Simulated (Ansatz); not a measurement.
# C₂H₇BN, SMILES CB(C)[NH]: vertical spin-state energies

Computed with the Ansatz DFT code, driven from Python.

At the Python prompt:
```pycon
>>> import ansatz
>>> geometry_ang = [
...     ("C", (1.462, -0.4464, 0.0675)),
...     ("B", (0.0952, 0.362, -0.0281)),
...     ("C", (-1.3046, -0.4007, 0.0062)),
...     ("N", (0.1389, 1.88, -0.1533)),
...     ("H", (2.0283, -0.1066, 0.959)),
...     ("H", (1.2691, -1.5356, 0.1539)),
...     ("H", (2.0658, -0.2563, -0.8437)),
...     ("H", (-1.8607, -0.1916, -0.9309)),
...     ("H", (-1.8982, -0.0418, 0.8721)),
...     ("H", (-1.1526, -1.4957, 0.1003)),
...     ("H", (-0.8433, 2.2329, -0.203)),
... ]
>>> system = ansatz.Crystal.molecule()
>>> for symbol, xyz in geometry_ang:
...     system = system.atom(symbol, xyz)
...
>>> job = (
...     system.calculation()
...     .basis(gaussian="cc-pVDZ")
...     .functional("b3lyp")
... )
>>> found = {}
>>> for unpaired in [1, 3]:
...     r = job.spin("collinear", total=unpaired).run(threads=1, pin="off").report
...     s = unpaired / 2
...     found[unpaired] = r["free_energy_ev"]
...     print(f"2S+1 = {unpaired + 1}: E = {found[unpaired]:.5f} eV, <S^2> = {abs(r['mean_field']['state']['spin_squared']):.3f} (pure state {s * (s + 1):.2f})")
...
2S+1 = 2: E = -4353.59427 eV, <S^2> = 0.752 (pure state 0.75)
2S+1 = 4: E = -4348.30159 eV, <S^2> = 3.758 (pure state 3.75)
>>> lowest = min(found, key=found.get)
>>> for unpaired, e in found.items():
...     print(f"multiplicity {unpaired + 1}: {23.060548 * (e - found[lowest]):.1f} kcal/mol above the lowest")
...
multiplicity 2: 0.0 kcal/mol above the lowest
multiplicity 4: 122.1 kcal/mol above the lowest
```

In order: multiplicity 2 (+0.00 eV) and multiplicity 4 (+5.29 eV), all at the one geometry.

Total energies depend on the basis set; only differences at equal settings carry meaning. The geometry is a force-field or estimated start, not a minimum of this method, and the basis set is short of its limit. All parts are taken at fixed geometry, without zero-point energy. The species is open-shell (spin multiplicity 2). b3lyp holds the VWN-RPA fit, as in Gaussian; the form of ORCA and Turbomole is b3lyp5. Timing: 13 s on 1 thread of Arm Neoverse V1, on a shared host, peak memory 0.27 GiB.

(Lines on the test bed's own set-up are left out of the output.)
